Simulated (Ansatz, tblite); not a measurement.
# The cluster In₃Sb₂+: rung by rung

One table from this session's results is given with a row withheld; the runs are named, their logs left out.

The runs use Ansatz 0.2.0, Gaussian basis; as each input shows.

Levels to be run: GFN1-xTB, PBE-D4/def2-TZVP, r2SCAN-D4/def2-TZVP, B3LYP-D4/def2-TZVP, revPBE-D4/def2-TZVP, PBE-QIDH/def2-TZVP, PBE-D4/def2-SVP, PBE0-D4/def2-SVP, CCSD(T)/def2-SVP, MP2/def2-TZVP.

3 further runs of the same task are left out: 3 set aside as unsound or not needed.

## The relaxed structure

The geometry is that of the singlet, from an earlier relaxation (r2SCAN-D4/def2-SVP). At that level it is the lowest of the isomers that a small search found.

5 atoms, charge 1, spin multiplicity 1.

Bond lengths: In1–In2 3.272 Å, In1–Sb5 3.326 Å, In2–Sb4 2.926 Å, In2–Sb5 3.178 Å, In3–Sb4 3.210 Å, In3–Sb5 3.188 Å, Sb4–Sb5 2.681 Å. Angles: In2–In1–Sb5 57.6°, In1–In2–Sb4 114.0°, In1–In2–Sb5 62.1°, Sb4–In2–Sb5 51.9°, Sb4–In3–Sb5 49.5°, In2–Sb4–In3 133.7°, In2–Sb4–Sb5 68.9°, In3–Sb4–Sb5 64.8°, In1–Sb5–In2 60.4°, In1–Sb5–In3 174.8°, In1–Sb5–Sb4 119.6°, In2–Sb5–In3 124.9°, In2–Sb5–Sb4 59.2°, In3–Sb5–Sb4 65.7°.

Coordinates:

```xyz
5

In   -1.3601    3.0917    0.2270
In   -2.3335   -0.0087   -0.1598
In    3.0503   -1.6887    0.0305
Sb   -0.1402   -1.9450   -0.2116
Sb    0.7834    0.5506    0.1139
```

In, Sb take a core potential in the def2 sets. No spin-orbit coupling is included. The ion is computed in the gas phase, without counter-ions or solvent.

PBE0-D4/def2-TZVP was run before; its log isn't repeated, and its numbers join the tables.

The first run:

Tight binding, by tblite at 300 K electronic temperature and without a spin-polarisation term:

```python
tblite.interface.Calculator('GFN1-xTB', numbers, positions, charge=1, uhf=0).singlepoint()
```

start.molden holds the orbitals of an earlier run on this state, given as this run's starting guess.

The input, in.yaml:

```yaml
crystal:
  periodic: [false, false, false]
  atoms:
    - {symbol: In, position_ang: [-1.360058, 3.091672, 0.227000]}
    - {symbol: In, position_ang: [-2.333460, -0.008665, -0.159822]}
    - {symbol: In, position_ang: [3.050306, -1.688664, 0.030468]}
    - {symbol: Sb, position_ang: [-0.140191, -1.944981, -0.211553]}
    - {symbol: Sb, position_ang: [0.783403, 0.550638, 0.113917]}
basis:
  gaussian: {orbitals: def2-TZVP, initial_orbitals: start.molden}
total_charge: 1
hamiltonian: {xc: pbe, dispersion: d4}
scf: {omitted_lower_state_checks: [starts]}
output: {forces: true, orbitals: {seedname: orbitals}}
```

Run with:

```sh
$ ansatz run in.yaml --threads 4 --pin off --events-out ev --progress --plain --max-ram 4787MiB
```

Steps of the session up to this table: PBE-D4/def2-TZVP; r2SCAN-D4/def2-TZVP; B3LYP-D4/def2-TZVP; revPBE-D4/def2-TZVP; PBE-QIDH/def2-TZVP; PBE-D4/def2-SVP; PBE0-D4/def2-SVP; CCSD(T)/def2-SVP; MP2/def2-TZVP.

One of the session's tables, all rows but one given; the rest of the session is left out.

It belongs to the step «Levels side by side». 

```
              level  HOMO (eV)  LUMO (eV)  gap (eV)
    PBE-D4/def2-SVP      -8.45      -7.39      1.06
   PBE-D4/def2-TZVP          ?          ?         ?
revPBE-D4/def2-TZVP      -8.34      -7.28      1.06
r2SCAN-D4/def2-TZVP      -8.63      -7.43      1.20
 B3LYP-D4/def2-TZVP      -8.91      -6.89      2.03
   PBE0-D4/def2-SVP      -9.12      -6.77      2.35
  PBE0-D4/def2-TZVP      -9.09      -6.75      2.34
```

**Question.** Estimate the row for PBE-D4/def2-TZVP.

The run gave: HOMO (eV): -8.43; LUMO (eV): -7.37; gap (eV): 1.05. In the column «HOMO (eV)» it lies between PBE-D4/def2-SVP (-8.45) and revPBE-D4/def2-TZVP (-8.34).
